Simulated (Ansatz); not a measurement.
# MoNH+ (doublet): from Hartree-Fock to the top rungs, def2-TZVPP

One table from this session's results is given with a row withheld; the runs are named, their logs left out.

Method: def2-TZVPP, core rule «outside noble gas», up to 5 orbitals frozen; program: Ansatz 0.2.0, Gaussian basis.

To be run: UHF; CCSD(T) on ROHF; CCSD(T) on UHF; CCSDT(Q) on ROHF; CCSDT(Q) on UHF; CASSCF and NEVPT2, 11 electrons in 11 orbitals.

7 further runs of the same task are left out: 1 for a known fault of the program, 6 set aside as unsound or not needed.

## The system

The geometry is a PBE0/def2-TZVP stationary point (not a proven minimum) of the parent state, kept for this charge and spin. No spin-orbit coupling is included. Elements past krypton take def2 core potentials.

3 atoms, charge 1, spin multiplicity 2.

Atoms are counted from 1 here; the program's logs count them from 0.

Bond lengths: Mo1–N2 1.671 Å, N2–H3 1.015 Å. Angles: Mo1–N2–H3 180.0°.

As a file:

```xyz
3
HMoN
Mo    0.00000    0.00000    1.45243
N     0.00000    0.00000   -0.21887
H     0.00000    0.00000   -1.23357
```

Set-up of the first run:

Input file in.yaml:

```yaml
crystal:
  periodic: [false, false, false]
  atoms:
    - {symbol: Mo, position_ang: [0.000000, 0.000000, 1.452433]}
    - {symbol: N, position_ang: [0.000000, 0.000000, -0.218867]}
    - {symbol: H, position_ang: [0.000000, 0.000000, -1.233567]}
basis:
  gaussian: {orbitals: def2-TZVPP}
total_charge: 1
magnetization: {spin_polarized: true, initial_magnetization: 1}
hamiltonian: {xc: hf}
output: {orbitals: {seedname: orbitals}}
```

Started as:

```
$ ansatz run in.yaml --threads 1 --pin off --events-out ev --progress --plain --max-ram 4096MiB --backend cpu
```

Steps of the session up to this table: UHF; CCSD(T) on ROHF; CCSD(T) on UHF; CCSDT(Q) on ROHF; CCSDT(Q) on UHF; CASSCF and NEVPT2, 11 electrons in 11 orbitals.

One table of the session follows, with a row left open; its other results are not shown here.

```
        method  from RCCSDT(Q) (kcal/mol)
          ROHF                    +255.82
          RMP2                      +9.24
          UMP2                     +31.25
         RCCSD                     +20.03
         UCCSD                      +6.40
      RCCSD(T)                      +1.59
      UCCSD(T)                          ?
        RCCSDT                      +1.17
        UCCSDT                     -19.80
     RCCSDT(Q)                          0
     UCCSDT(Q)                     -22.41
CASSCF valence                    +142.69
NEVPT2 valence                     +25.81
```

**Question.** Estimate the row for UCCSD(T).

**Answer.** from RCCSDT(Q) (kcal/mol): -13.85. In the column «from RCCSDT(Q) (kcal/mol)» it lies between UCCSDT (-19.80) and RCCSDT(Q) (0).

Left out of the table: UHF (another determinant or state than the rows shown).

To keep in mind: The determinant is far from a pure spin state, so its energy mixes those of several spin states (harmless only where they are near-degenerate, as at dissociation). The program flags UCCSD(T), UCCSDT(Q) as in doubt, so those rows may rest on another solution; read them beside their warnings. Warnings: spin contamination; coupled cluster took another determinant than the lowest. Restricted and unrestricted rows rest on different reference determinants; where their highest levels disagree by more than a few hundredths of an eV, they describe different states and don't form one ladder.
